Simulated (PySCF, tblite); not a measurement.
# C2H7BO2P radical: geometry, infrared bands and EPR parameters

Wanted: the infrared bands and EPR parameters of C2H7BO2P radical (`C[CH]OB(O)P`), by calculation.

Programs: tblite 0.8.0 and PySCF 2.14.0, with density-fitted response routines of our own. Each step states its level of theory. These are calculated values for one molecule in the gas phase, unless marked as measured. Atoms are numbered from 0 throughout.

**1. The starting structure**

13 atoms, charge 0, multiplicity 2; geometry from: force field or distance geometry start.

Bonds of the start (Å): C0–C1 1.53, C1–O2 1.37, O2–B3 1.48, B3–O4 1.46, B3–P5 1.90, C0–H6 1.10, C0–H7 1.10, C0–H8 1.12, C1–H9 1.10, O4–H10 0.99, P5–H11 1.43, P5–H12 1.42.

**2. Optimising the geometry with GFN2-xTB**

What the job is given:

```
{"job": {"kind": "relax", "xc": "GFN2-xTB", "basis": "xTB"}, "charge": 0, "multiplicity": 2}
C      2.362800     0.114200     0.101300
C      0.976100    -0.017800    -0.529000
O      0.152500     0.839900     0.157800
B     -1.227000     0.488900    -0.242300
O     -2.100800     1.622600    -0.519100
P     -1.807100    -1.290500     0.109600
H      2.262200    -0.126600     1.172200
H      3.102600    -0.500000    -0.429200
H      2.616800     1.198600     0.018500
H      0.630300    -1.064700    -0.542600
H     -2.134600     2.229500     0.264900
H     -2.400200    -1.526500     1.393700
H     -2.438000    -1.967200    -0.973400
```

Started as:

```bash
$ OMP_NUM_THREADS=1 python probes_run.py task.json out
```

The driver reads the jobs from task.json and runs them one after another.

**Question.** This job is followed by: GFN2-xTB harmonic vibrations, gas phase; UKS B3LYP, pcH-1 on B C H O P, non-relativistic, mean-field spin-orbit, GIAO. What will the session give for the following? strongest single infrared mode (GFN2-xTB); zero-point energy (GFN2-xTB); g(iso) (B3LYP); ⟨S²⟩; largest a(iso) (averaged by class); surface potential, 1st and 99th percentile.

**Answer**, as computed:

| quantity | value |
| --- | --- |
| strongest single infrared mode (GFN2-xTB) | 1279 cm⁻¹, 306 km/mol |
| zero-point energy (GFN2-xTB) | 56.7 kcal/mol |
| g(iso) (B3LYP) | 2.00292 |
| ⟨S²⟩ | 0.754 (exact 0.75) |
| largest a(iso) (averaged by class) | 13C on C1, 94.3 MHz |
| surface potential, 1st and 99th percentile | -1.19 V and 2.26 V |

In words: Relaxing lowered the energy by 2.639 eV in 132 steps; the close pair that moved most is O2–B3, from 1.479 to 1.359 Å. All 33 modes are real, so the xTB geometry is a minimum. The strongest single mode, at 1279 cm⁻¹, is spread over several atoms, B3, H9, O2, O4 among them. Unscaled tight-binding wavenumbers are off by several per cent, some by more. Its intensities can rank the bands wrongly. C1 carries the largest spin population, 0.94 e. The isotropic g lies 0.6 ppt above the free-electron value.
